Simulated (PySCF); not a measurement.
# CH₅GeNO: electronic excitations and core binding energies

Wanted: the electronic excitations and core binding energies of CH₅GeNO (`O=C[NH][GeH3]`), by calculation.

Computed with PySCF 2.14.0, with density-fitted response routines of our own, on a single molecule in the gas phase. Atoms count from 0, in the outputs and in this text.

### 1 Starting geometry

9 atoms, charge 0, multiplicity 1; geometry from: GFN2-xTB.

Bonds of the start (Å): O0–C1 1.21, C1–N2 1.34, N2–Ge3 1.86, C1–H4 1.10, N2–H5 1.01, Ge3–H6 1.49, Ge3–H7 1.50, Ge3–H8 1.49.

### 2 Ultraviolet spectrum: CAM-B3LYP/def2-SVPD

What the job is given:

```
{"job": {"kind": "uv", "xc": "CAM-B3LYP", "basis": "def2-SVPD", "nstates": 8, "ntriplets": 3}, "charge": 0, "multiplicity": 1}
O      0.985913     1.347460     0.668884
C      1.381797     0.318993     0.163815
N      0.506970    -0.583844    -0.287246
Ge    -1.234330     0.004869    -0.009716
H      2.452456     0.081505     0.054801
H      0.830894    -1.439920    -0.708112
H     -1.428500     1.255688    -0.788420
H     -2.037336    -1.130316    -0.573473
H     -1.444301     0.151559     1.454288
```

With the program's defaults for keys left out, this is: TDDFT CAM-B3LYP/def2-SVPD, vertical, gas phase, core orbitals frozen in the response.

Run with:

```
$ OMP_NUM_THREADS=1 python probes_run.py task.json out
```

The driver reads the jobs from task.json and runs them one after another.

**Question.** This job is followed by: delta-SCF UKS SCAN, pcX-2 on the ionised atom, pcseg-1 elsewhere, spin-free X2C. Predict these results of the whole session: lowest singlet (CAM-B3LYP/def2-SVPD); brightest single state of those computed; lowest triplet; O1s binding energies, SCAN/pcX-2; C1s binding energies, SCAN/pcX-2; N1s binding energies, SCAN/pcX-2.

The runs gave:

| quantity | value |
| --- | --- |
| lowest singlet (CAM-B3LYP/def2-SVPD) | 5.80 eV (214 nm), f = 0.001 |
| brightest single state of those computed | state 6, 7.98 eV, f = 0.106 |
| lowest triplet | 5.31 eV |
| O1s binding energies, SCAN/pcX-2 | O0 537.20 eV |
| C1s binding energies, SCAN/pcX-2 | C1 293.79 eV |
| N1s binding energies, SCAN/pcX-2 | N2 405.40 eV |

The first singlet state (HOMO→LUMO+2 0.93) lies at 5.80 eV and is dark; of the 8 states computed, the strongest absorption comes from state 6 at 7.98 eV. The lowest triplet lies 0.49 eV below the lowest singlet (triplets in Tamm-Dancoff, singlets in full TDDFT).
